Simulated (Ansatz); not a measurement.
Consider a comparison of magnetic orders of Zn3Cr, space group Pm-3m (the Ansatz DFT code, driven from Python).

`run_orders.py`:
```python
import ansatz as az
import numpy as np


def count_gap(report):
    # lowest empty less highest filled band, counting bands; zero where they overlap
    return max(report.get("gap_by_band_count_ev") or 0.0, 0.0)

CELL = [
    (7.555516, 0.0, 0.0),
    (0.0, 3.777758, 0.0),
    (0.0, 0.0, 3.777758),
]
ATOMS = [
    ("Zn", (0.0, 0.5, 0.5)),
    ("Zn", (0.25, 0.0, 0.5)),
    ("Zn", (0.25, 0.5, 0.0)),
    ("Cr", (0.0, 0.0, 0.0)),
    ("Zn", (0.5, 0.5, 0.5)),
    ("Zn", (0.75, 0.0, 0.5)),
    ("Zn", (0.75, 0.5, 0.0)),
    ("Cr", (0.5, 0.0, 0.0)),
]


def magnet(moments):
    crystal = az.Crystal(lattice=az.Lattice.of(CELL))
    for (symbol, position), moment in zip(ATOMS, moments):
        crystal = crystal.atom(symbol, position, moment=moment or None)
    return crystal

orders = {
    "FM": [0, 0, 0, 2.4, 0, 0, 0, 2.4],
    "AFM": [0, 0, 0, 2.4, 0, 0, 0, -2.4],
}

rows = []
for label, moments in orders.items():
    job = (
        magnet(moments).calculation()
        .occupations(az.OccupationsMethod.FERMI_DIRAC, width=0.1)
        .kpoints(mesh=(3, 6, 6))
        .functional(az.Functional.PBESOL)
        .spin("collinear")
        .band_table()
    )
    data = job.run(threads=1).report
    rows.append((label, data["free_energy_ev"], data["magnetization_mub"], data["absolute_magnetization_mub"], max(abs(m) for m in data["site_moments_mub"]), count_gap(data)))
    print(label, "site moments:", [round(m, 2) for m in data["site_moments_mub"]])

plain = (
    magnet([0] * len(ATOMS)).calculation()
    .occupations(az.OccupationsMethod.FERMI_DIRAC, width=0.1)
    .kpoints(mesh=(3, 6, 6))
    .functional(az.Functional.PBESOL)
    .band_table()
)
data = plain.run(threads=1).report
rows.append(("NM", data["free_energy_ev"], 0.0, 0.0, 0.0, count_gap(data)))

lowest = min(row[1] for row in rows)
rows = [(row[0], 1000 * (row[1] - lowest) / 2, *row[2:]) for row in sorted(rows, key=lambda row: row[1])]
lines = [",".join(["order", "meV/magnetic atom", "net muB", "absolute muB", "largest site muB", "gap by band count eV"])] + [",".join(f"{v:.4f}" if isinstance(v, float) else str(v) for v in row) for row in rows]
print("\n".join(lines))
with open("orders.csv", "w") as handle:
    handle.write("\n".join(lines) + "\n")
print("lowest of these starts:", rows[0][0])
```

Which magnetic state ends lowest, and by how much?

In order of energy: antiferro- or ferrimagnetic (+0.0 meV an atom, largest site moment 2.45 μB), antiferro- or ferrimagnetic (+0.0 meV an atom, largest site moment 2.45 μB) and non-magnetic (+36.5 meV an atom, largest site moment 0.00 μB). These are the states reached from the starts typed.

The output:

```console
$ python run_orders.py
DeckWarning: basis.ecutwfc = 420 eV, auto-derived from the records' recommended cutoffs: set by Zn (normal level)
RunWarning: the starting moments were not kept: 1 of 2 ended reversed and 1 kept their direction, counting a site from 0.1 of the cell's largest site moment. The largest reversed, site 3 (counted [...]
RunWarning: the input gives the sites of d and f metals, alone or with those of other elements on which it types a tenth of its largest moment or more, starting moments of one sign, by atom or by [...]
FM site moments: [0.04, -0.0, -0.0, -2.45, -0.04, -0.0, -0.0, 2.45]
AFM site moments: [-0.04, 0.0, 0.0, 2.45, 0.04, -0.0, -0.0, -2.45]
order,meV/magnetic atom,net muB,absolute muB,largest site muB,gap by band count eV
FM,0.0000,0.0000,5.8180,2.4488,0.0000
AFM,0.0000,0.0000,5.8180,2.4488,0.0000
NM,146.1967,0.0000,0.0000,0.0000,0.0000
lowest of these starts: FM
```
(Warnings from the package without file and line, shortened.)

Caveats:
- The SCF didn't keep the moments it started from (some shrank, vanished or turned); what is printed is the state reached.
- The mesh is modest for a metal, so energies can be off by several to tens of meV an atom and pressures by half a GPa or more; differences at equal mesh fare better.
- A gap by band count of zero or less means overlapping bands, a metal.
- This cell is a computed structure, which may not be the phase found in nature.
- Gaps and levels are Kohn-Sham values on a finite set of k-points.
- Each row is the state reached from that start at the given structure, not necessarily the lowest of its order; other orders weren't tried.
- Run time: 12 min on 1 thread of Arm Neoverse V1, on a shared host, peak memory 1.2 GiB.
